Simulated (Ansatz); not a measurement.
Write a Python script for the Ansatz DFT code, driven from Python that makes a phonon calculation by finite displacements of Sn3Bi, space group Fm-3m. Level of theory: LDA, PAW, the default cutoff (420 eV here), 6×6×6 k-points, cold smearing of 0.05 eV.

```
CELL_PARAMETERS angstrom
0.00000 3.84902 3.84902
3.84902 0.00000 3.84902
3.84902 3.84902 0.00000
ATOMIC_POSITIONS crystal
Sn 0.00000 0.00000 0.00000
Sn 0.25000 0.25000 0.25000
Sn 0.75000 0.75000 0.75000
Bi 0.50000 0.50000 0.50000
```

`run_phonons.py`
```python
from pathlib import Path
import warnings

import ansatz as az
from ase import Atoms
import numpy as np

warnings.simplefilter("ignore", az.DeckWarning)

atoms = Atoms(
    ["Sn", "Sn", "Sn", "Bi"],
    scaled_positions=[
        [0.0, 0.0, 0.0],
        [0.25, 0.25, 0.25],
        [0.75, 0.75, 0.75],
        [0.5, 0.5, 0.5],
    ],
    cell=[
        [0.0, 3.849017, 3.849017],
        [3.849017, 0.0, 3.849017],
        [3.849017, 3.849017, 0.0],
    ],
    pbc=True,
)
crystal = az.Crystal.from_ase(atoms)

base = (
    crystal.calculation()
    .functional("LDA")
    .occupations("cold", width=0.05)
    .kpoints(6, 6, 6)
    .phonons("fd", supercell=1)
)
done = base.run(threads=1, backend="cpu", runs_dir="phonon_runs")
folder = Path(done.output_folder) / "results"
ph = done.phonons

for mode, w in enumerate(ph.gamma_omega_inv_cm, start=1):
    print(f"Gamma mode {mode:2d}: {w:8.1f} 1/cm  {w / 33.35641:7.3f} THz")
print(f"{ph.n_members} displaced supercells, sum-rule residual {ph.asr_residual_pre_ev_ang2:.1e} eV/A^2")
optical = np.sort(ph.gamma_omega_inv_cm)
print("imaginary modes at Gamma:", int((optical < -10).sum()), "- highest mode", round(float(optical[-1]), 1), "1/cm")
```

```console
$ python run_phonons.py
Gamma mode  1:      0.0 1/cm    0.000 THz
Gamma mode  2:      0.0 1/cm    0.000 THz
Gamma mode  3:      0.0 1/cm    0.000 THz
Gamma mode  4:     66.6 1/cm    1.995 THz
Gamma mode  5:     66.6 1/cm    1.995 THz
Gamma mode  6:     66.6 1/cm    1.995 THz
Gamma mode  7:     86.8 1/cm    2.602 THz
Gamma mode  8:     86.8 1/cm    2.602 THz
Gamma mode  9:     86.8 1/cm    2.602 THz
Gamma mode 10:     95.6 1/cm    2.866 THz
Gamma mode 11:     95.6 1/cm    2.866 THz
Gamma mode 12:     95.6 1/cm    2.866 THz
4 displaced supercells, sum-rule residual 4.5e-05 eV/A^2
imaginary modes at Gamma: 0 - highest mode 95.6 1/cm
```

The cell isn't relaxed first, so the values belong to this volume. For a metal this k-point mesh is coarse: on a finer one energies can move by several to tens of meV an atom and pressures by half a GPa or more, differences at one mesh by less. Spin-orbit coupling, which matters for elements this heavy, is left out. The structure comes from a database of computed cells and needn't be a stable or known phase. The structure is taken as given and the supercell is small; imaginary modes can come from an unrelaxed or unstable start. Phonons of metals also depend on mesh and smearing. Timing: 46 s on 1 thread of Arm Neoverse V1, on a shared host, peak memory 0.48 GiB.
